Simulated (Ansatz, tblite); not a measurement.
# Ge6H12 ring rod (Ge₆H₁₂): a ladder of methods and basis sets

One table from this session's results is given with a row withheld; the runs are named, their logs left out.

Method: as each input shows; program: Ansatz 0.2.0, Gaussian basis.

Levels to be run: GFN1-xTB, GFN2-xTB, PBE-D4/def2-TZVP, r2SCAN-D4/def2-TZVP, B2PLYP/def2-TZVP, BHLYP-D4/def2-TZVP, HF/def2-TZVP, PBE-D4/def2-SVP, PBE0-D4/def2-SVP, PBE-D4/def2-TZVPD, MP2/def2-SVP, RPA/def2-SVP.

12 further runs of the same task are left out: 10 that didn't finish, 2 set aside as unsound or not needed. Runs told in other sessions of the task aren't counted.

**The relaxed structure**

The singlet was relaxed beforehand with PBE0-D4/def2-SVP.

18 atoms, charge 0, spin multiplicity 1.

Bond lengths: Ge1–Ge4 2.428 Å, Ge1–Ge6 2.428 Å, Ge1–H7 1.543 Å, Ge1–H8 1.543 Å, Ge2–Ge5 2.428 Å, Ge2–Ge6 2.428 Å, Ge2–H9 1.543 Å, Ge2–H10 1.543 Å, Ge3–Ge4 2.428 Å, Ge3–Ge5 2.428 Å, Ge3–H11 1.543 Å, Ge3–H12 1.543 Å, Ge4–H13 1.543 Å, Ge4–H14 1.543 Å, Ge5–H15 1.543 Å, Ge5–H16 1.543 Å, Ge6–H17 1.543 Å, Ge6–H18 1.543 Å. Angles: Ge4–Ge1–Ge6 109.4°, Ge4–Ge1–H7 110.7°, Ge4–Ge1–H8 108.9°, Ge6–Ge1–H7 110.7°, Ge6–Ge1–H8 108.9°, H7–Ge1–H8 108.1°, Ge5–Ge2–Ge6 109.4°, Ge5–Ge2–H9 110.7°, Ge5–Ge2–H10 108.9°, Ge6–Ge2–H9 110.7°, Ge6–Ge2–H10 109.0°, H9–Ge2–H10 108.1°, Ge4–Ge3–Ge5 109.4°, Ge4–Ge3–H11 110.7°, Ge4–Ge3–H12 109.0°, Ge5–Ge3–H11 110.7°, Ge5–Ge3–H12 108.9°, H11–Ge3–H12 108.1° and more.

PBE0-D4/def2-TZVP was run before; its log isn't repeated, and its numbers join the tables.

The first run:

Tight binding, by tblite at 300 K electronic temperature and without a spin-polarisation term:

```python
tblite.interface.Calculator('GFN1-xTB', numbers, positions, charge=0, uhf=0).singlepoint()
```

Tight binding, by tblite at 300 K electronic temperature and without a spin-polarisation term:

```python
tblite.interface.Calculator('GFN2-xTB', numbers, positions, charge=0, uhf=0).singlepoint()
```

start.molden holds the orbitals of an earlier run on this state, given as this run's starting guess.

Contents of in.yaml:

```yaml
crystal:
  periodic: [false, false, false]
  atoms:
    - {symbol: Ge, position_ang: [-0.699800, -0.696490, 2.104094]}
    - {symbol: Ge, position_ang: [2.101784, -0.702980, -0.700354]}
    - {symbol: Ge, position_ang: [-0.697971, 2.103028, -0.701816]}
    - {symbol: Ge, position_ang: [-2.102123, 0.702671, 0.699641]}
    - {symbol: Ge, position_ang: [0.699421, 0.696824, -2.104128]}
    - {symbol: Ge, position_ang: [0.698476, -2.102663, 0.702627]}
    - {symbol: H, position_ang: [-1.562178, -1.556354, 3.051484]}
    - {symbol: H, position_ang: [0.204730, 0.207426, 2.967636]}
    - {symbol: H, position_ang: [3.045911, -1.567235, -1.561938]}
    - {symbol: H, position_ang: [2.968797, 0.200710, 0.201100]}
    - {symbol: H, position_ang: [-1.558964, 3.049532, -1.564038]}
    - {symbol: H, position_ang: [0.207170, 2.967502, 0.200588]}
    - {symbol: H, position_ang: [-2.967735, -0.201373, -0.202796]}
    - {symbol: H, position_ang: [-3.047589, 1.566124, 1.560569]}
    - {symbol: H, position_ang: [-0.205675, -0.206734, -2.967462]}
    - {symbol: H, position_ang: [1.561770, 1.556478, -3.051750]}
    - {symbol: H, position_ang: [-0.206213, -2.968502, -0.198941]}
    - {symbol: H, position_ang: [1.560198, -3.047943, 1.565495]}
basis:
  gaussian: {orbitals: def2-TZVP, initial_orbitals: start.molden}
hamiltonian: {xc: pbe, dispersion: d4}
scf: {omitted_lower_state_checks: [starts]}
output: {orbitals: {seedname: orbitals}}
```

On the command line:

```console
ansatz run in.yaml --threads 4 --pin off --events-out ev --progress --plain --max-ram 4787MiB
```

Steps of the session up to this table: PBE-D4/def2-TZVP; r2SCAN-D4/def2-TZVP; B2PLYP/def2-TZVP; BHLYP-D4/def2-TZVP; HF/def2-TZVP; PBE-D4/def2-SVP; PBE0-D4/def2-SVP; PBE-D4/def2-TZVPD; MP2/def2-SVP; RPA/def2-SVP.

One table of the session follows, with a row left open; its other results are not shown here.

It belongs to the step «Binding energy». 

```
              level  binding an atom (eV)
        HF/def2-SVP                 1.998
       HF/def2-TZVP                 2.000
    PBE-D4/def2-SVP                 2.729
   PBE-D4/def2-TZVP                 2.730
  PBE-D4/def2-TZVPD                     ?
r2SCAN-D4/def2-TZVP                 2.783
   PBE0-D4/def2-SVP                 2.736
  PBE0-D4/def2-TZVP                 2.736
 BHLYP-D4/def2-TZVP                 2.726
       MP2/def2-SVP                 2.561
```

Q: Estimate the row for PBE-D4/def2-TZVPD from the others.

**Answer.** binding an atom (eV): 2.732. In the column «binding an atom (eV)» it lies between PBE-D4/def2-TZVP (2.730) and PBE0-D4/def2-SVP (2.736).

Caveats from the session: Free atoms were run apart at each level; binding is atoms less cluster, divided by the number of atoms, without zero-point or spin-orbit terms.
